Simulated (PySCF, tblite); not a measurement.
**C6H16BP: geometry, infrared bands and NMR shifts**

Aim: predict the infrared bands and NMR shifts of C6H16BP (`[BH3-][P@@H+](C=C)CCCC`).

Computed with tblite 0.8.0 and PySCF 2.14.0, with density-fitted response routines of our own, on a single molecule in the gas phase. Atoms count from 0, in the outputs and in this text.

**1. Starting geometry**

24 atoms, charge 0, multiplicity 1; geometry from: force field or distance geometry start.

Bonds of the start (Å): B0–P1 1.88, P1–C2 1.77, C2–C3 1.33, P1–C4 1.78, C4–C5 1.49, C5–C6 1.54, C6–C7 1.51, B0–H8 1.21, B0–H9 1.18, B0–H10 1.21, P1–H11 1.43, C2–H12 1.09, C3–H13 1.07, C3–H14 1.09, C4–H15 1.12, C4–H16 1.13, C5–H17 1.09, C5–H18 1.12, C6–H19 1.11, C6–H20 1.10, C7–H21 1.11, C7–H22 1.13, C7–H23 1.11.

**2. Geometry optimisation with GFN2-xTB**

The job: settings as JSON, then the geometry in Å.

```
{"job": {"kind": "relax", "xc": "GFN2-xTB", "basis": "xTB"}, "charge": 0, "multiplicity": 1}
B     -1.729700    -0.003400     1.925200
P     -1.591900    -0.856600     0.260100
C     -2.606100    -0.127400    -0.992000
C     -2.943500     1.159500    -1.037200
C      0.070100    -0.978900    -0.369900
C      1.045400     0.024800     0.144200
C      2.379300    -0.276200    -0.554400
C      3.467500     0.670000    -0.105700
H     -1.792400    -0.807500     2.824800
H     -0.910900     0.825400     2.121200
H     -2.787200     0.578700     1.937600
H     -2.049000    -2.201000     0.463200
H     -2.983200    -0.803700    -1.766000
H     -3.568500     1.482500    -1.849400
H     -2.637800     1.901800    -0.305900
H      0.476600    -2.007500    -0.228000
H     -0.003500    -0.812600    -1.484300
H      1.167600     0.029000     1.224500
H      0.776100     1.060000    -0.196600
H      2.633400    -1.332200    -0.308900
H      2.217100    -0.145700    -1.634100
H      3.185900     1.732400    -0.220700
H      3.832200     0.418000     0.934300
H      4.340500     0.490500    -0.774600
```

Started as:

```bash
$ OMP_NUM_THREADS=1 python probes_run.py task.json out
```

The driver reads the jobs from task.json and runs them one after another.

**Question.** This job is followed by: GFN2-xTB harmonic vibrations, gas phase; GIAO PBE0/pcSseg-1 NMR shielding, non-relativistic, gas phase. What will the session give for the following? strongest single infrared mode (GFN2-xTB); zero-point energy (GFN2-xTB); 13C shifts against TMS (PBE0/pcSseg-1); 1H shifts against TMS (PBE0/pcSseg-1, means over atoms taken as alike); 11B shifts against BF3·OEt2 (PBE0/pcSseg-1); 31P shifts against H3PO4 (PBE0/pcSseg-1); surface potential, 1st and 99th percentile.

The runs gave:

```
                                                              quantity                                                                       value
                             strongest single infrared mode (GFN2-xTB)                                                       2234 cm⁻¹, 285 km/mol
                                          zero-point energy (GFN2-xTB)                                                              126.7 kcal/mol
                                13C shifts against TMS (PBE0/pcSseg-1)                                    147.7, 137.2, 30.1, 29.6, 28.9, 16.8 ppm
1H shifts against TMS (PBE0/pcSseg-1, means over atoms taken as alike)  6.74, 6.67, 6.40, 5.19, 1.73, 1.66, 1.61, 1.36, 1.26, 1.08, 1.03, 0.73 ppm
                           11B shifts against BF3·OEt2 (PBE0/pcSseg-1)                                                                   -55.5 ppm
                              31P shifts against H3PO4 (PBE0/pcSseg-1)                                                                   -39.3 ppm
                                 surface potential, 1st and 99th percentile                                                          -1.42 V and 1.24 V
```

What this shows: Relaxing lowered the energy by 0.850 eV in 141 steps; the close pair that moved most is P1–C4, from 1.782 to 1.846 Å. All 66 modes are real, so the xTB geometry is a minimum. The strongest single mode, at 2234 cm⁻¹, moves mainly H11. GFN2-xTB is a fitted tight-binding method: band positions and strengths are rough. Its intensities can rank the bands wrongly. The most deshielded carbon is C3 (terminal =CH2 carbon), at 147.7 ppm: an sp2 carbon of a C=C bond. At PBE0/pcSseg-1: The largest span, 260 ppm, is at C3, where the paramagnetic term is -215 ppm. At PBE0/pcSseg-1, counted by nearest atom on the grid, the HOMO lies on H10 44 %; B0 16 %, the LUMO on C2, C3 about 28 % each; H13, H14 about 8 % each.
